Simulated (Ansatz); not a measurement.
**CH4OSSn: a ladder of functionals and wavefunction methods**

The task here is to estimate one member of a computed series from the others.

The runs use Ansatz 0.2.0, Gaussian basis; functionals in def2-TZVPP, the program's frozen cores in correlated methods.

The runs, in order: PBE-D4, r2SCAN-D4, PBE0-D4, B3LYP-D4, ωB97X-V, ωB97M-V, B2PLYP; CCSD(T)/def2-TZVPP; MP2/def2-QZVPP; extrapolation to the limit.

## The geometry

All runs share one geometry, relaxed beforehand with PBE0-D4 in a triple-zeta def2 set. Sn takes the def2 core potential; no spin-orbit term is included.

SMILES `[OH][SnH]1[CH2][S]1`, 8 atoms, charge 0, spin multiplicity 1.

Atoms are counted from 1 here; the program's logs count them from 0.

Bond lengths: O1–Sn2 1.957 Å, O1–H5 0.961 Å, Sn2–C3 2.102 Å, Sn2–S4 2.370 Å, Sn2–H6 1.683 Å, C3–S4 1.868 Å, C3–H7 1.086 Å, C3–H8 1.085 Å. Angles: Sn2–O1–H5 111.6°, O1–Sn2–C3 119.2°, O1–Sn2–S4 115.2°, O1–Sn2–H6 106.9°, C3–Sn2–S4 48.9°, C3–Sn2–H6 131.1°, S4–Sn2–H6 123.9°, Sn2–C3–S4 73.0°, Sn2–C3–H7 117.4°, Sn2–C3–H8 119.2°, S4–C3–H7 113.8°, S4–C3–H8 113.8°, H7–C3–H8 113.3°, Sn2–S4–C3 58.1°.

The first run:

in.yaml

```yaml
crystal:
  periodic: [false, false, false]
  atoms:
    - {symbol: O, position_ang: [-0.110741, 1.984517, -0.987578]}
    - {symbol: Sn, position_ang: [-0.320264, 0.666577, 0.443873]}
    - {symbol: C, position_ang: [0.572034, -1.225313, 0.232880]}
    - {symbol: S, position_ang: [-1.227819, -1.417164, -0.226902]}
    - {symbol: H, position_ang: [-0.118757, 1.569612, -1.854814]}
    - {symbol: H, position_ang: [-0.816105, 1.508711, 1.814011]}
    - {symbol: H, position_ang: [1.254844, -1.366314, -0.599379]}
    - {symbol: H, position_ang: [0.859108, -1.777526, 1.122109]}
basis:
  gaussian: {orbitals: def2-TZVPP}
hamiltonian: {xc: pbe, dispersion: d4}
output: {forces: true, orbitals: {seedname: orbitals}}
```

Run with:

```console
$ ansatz run in.yaml --threads 4 --pin off --events-out ev --progress --plain --max-ram 10444MiB
```

Steps of the session up to this table: PBE-D4 (GGA); r2SCAN-D4 (meta-GGA); PBE0-D4 (hybrid); B3LYP-D4 (hybrid); ωB97X-V (range-separated); ωB97M-V (range-separated); B2PLYP (double hybrid); CCSD(T) in def2-TZVPP; MP2 in def2-QZVPP.

One of the session's tables, all rows but one given; the rest of the session is left out.

```
            method  atomisation energy (kcal/mol)
            PBE-D4                          623.3
         r2SCAN-D4                          610.6
           PBE0-D4                          606.5
          B3LYP-D4                          601.9
           ωB97X-V                          611.9
           ωB97M-V                          609.3
            B2PLYP                          597.1
     HF/def2-TZVPP                          398.4
    MP2/def2-TZVPP                              ?
   CCSD/def2-TZVPP                          577.5
CCSD(T)/def2-TZVPP                          592.2
           MP2/CBS                          626.4
       CCSD(T)/CBS                          615.6
```

Estimate the missing values for MP2/def2-TZVPP.

The run gave: atomisation energy (kcal/mol): 603.0. In the column «atomisation energy (kcal/mol)» it lies between B3LYP-D4 (601.9) and PBE0-D4 (606.5).

To keep in mind: Free atoms (1 O, 1 Sn, 1 C, 1 S, 4 H) were run apart at each level; the atomisation energy is their sum less the molecule, without zero-point or spin-orbit terms.
